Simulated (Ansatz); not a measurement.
**Al3BP4: the band gap up the ladder of functionals**

The task here is to estimate one member of a computed series from the others.

Program: Ansatz 0.2.0. PAW datasets, plane waves. The cell comes from a prototype generator: it can be a known phase or a hypothetical one. Spin polarisation is off.

**The structure to begin with**

The cell was relaxed beforehand with r2SCAN.

It is monoclinic, Cm (No. 8); conventional cell a = 12.332 Å, b = 3.690 Å, c = 6.483 Å, β = 99.4°, 18.19 Å³ an atom. B has 4 P at 1.99–2.16 Å; Al has 4 P at 2.35–2.44 Å; Al has 4 P at 2.31–2.37 Å; P has 2 B at 2.16 Å and 2 Al at 2.37–2.44 Å.

The structure in full:

```
B Al P
1.0
     6.16569   -1.84478    0.02973
     6.16569    1.84478    0.02973
    -1.09046    0.00000    6.39101
B Al P
1 3 4
Direct
  0.99884 0.99884 0.99501
  0.49912 0.49912 0.50103
  0.25370 0.25370 0.76237
  0.74611 0.74611 0.23547
  0.55180 0.55180 0.15416
  0.05929 0.05929 0.72200
  0.83513 0.83513 0.94408
  0.30601 0.30601 0.43588
```

Set-up of the first run:

File input.yaml:

```yaml
crystal:
  lattice:
    - [6.1656909052, -1.8447831363, 0.0297334774]
    - [6.1656909052, 1.8447831363, 0.0297334774]
    - [-1.0904634143, 0.0, 6.3910057457]
  atoms:
    - { symbol: B, position: [-0.0011609864, -0.0011609864, -0.0049900615] }
    - { symbol: Al, position: [0.4991226052, 0.4991226052, 0.5010275118] }
    - { symbol: Al, position: [0.2537008434, 0.2537008434, 0.7623715966] }
    - { symbol: Al, position: [0.7461128139, 0.7461128139, 0.2354749578] }
    - { symbol: P, position: [0.5517983475, 0.5517983475, 0.1541558206] }
    - { symbol: P, position: [0.059292135, 0.059292135, 0.7220005506] }
    - { symbol: P, position: [0.835128845, 0.835128845, 0.9440754182] }
    - { symbol: P, position: [0.3060053964, 0.3060053964, 0.4358842059] }
kpoints:
  mp_grid: { grid: [8, 8, 4] }
  band_path:
    path:
      - [[0.0, 0.0, 0.0], [-0.2729940634066, 0.2729940634066, 1.950845484427e-18]]
      - [[0.2729940634066, 0.7270059365934, 6.641362957141e-17], [0.5, 0.5, 5.22976967633e-17], [0.0, 0.0, 0.0], [0.5, 0.5, -0.5], [0.2658460426174, 0.7341539573826, -0.5]]
      - [[-0.2658460426174, 0.2658460426174, -0.5], [-8.590533848624e-20, -9.078631047258e-20, -0.5], [0.0, 0.0, 0.0]]
      - [[5.771781916157e-18, 0.5, -0.5], [0.0, 0.0, 0.0], [-2.950627171814e-17, 0.5, 3.32068147857e-17]]
    npoints: 10
hamiltonian:
  xc: pbe
scf:
  occupations: { method: fermi_dirac, width: 0.02 }
  n_extra_bands: 6
output:
  forces: true
  stress: true
  eigenvalues: true
```

The run is started by

```
$ ansatz run input.yaml --threads 4 --pin off --max-ram 6451MiB --backend cpu --events-out ev --progress --plain --runs-dir out
```

Among the steps run: PBE bands along the symmetry lines; Single point with r2SCAN; HSE06 at the same geometry; PBE0.

One table of the session follows, with a row left open; its other results are not shown here.

| level | gap (eV) |
| --- | --- |
| PBE | 1.13 |
| r2SCAN | 1.36 |
| HSE06 | ? |
| PBE0 | 2.51 |

Q: Estimate the row for HSE06 from the others.

**Answer.** gap (eV): 1.82. In the column «gap (eV)» it lies between r2SCAN (1.36) and PBE0 (2.51).

Meshes: PBE 8×8×4, r2SCAN 8×8×4, HSE06 4×4×2, PBE0 4×4×2

What this shows: PBE gives the least gap, 1.13 eV, and PBE0 the largest, 2.51 eV. Against HSE06, PBE is short by 0.69 eV, at 62 % of it, and r2SCAN 75 %. PBE0 lies 0.69 eV above HSE06, which differs from it by screening the long-range exchange.

To keep in mind: Warnings in the runs' records: stress exchange threshold loose, stress scf threshold loose.
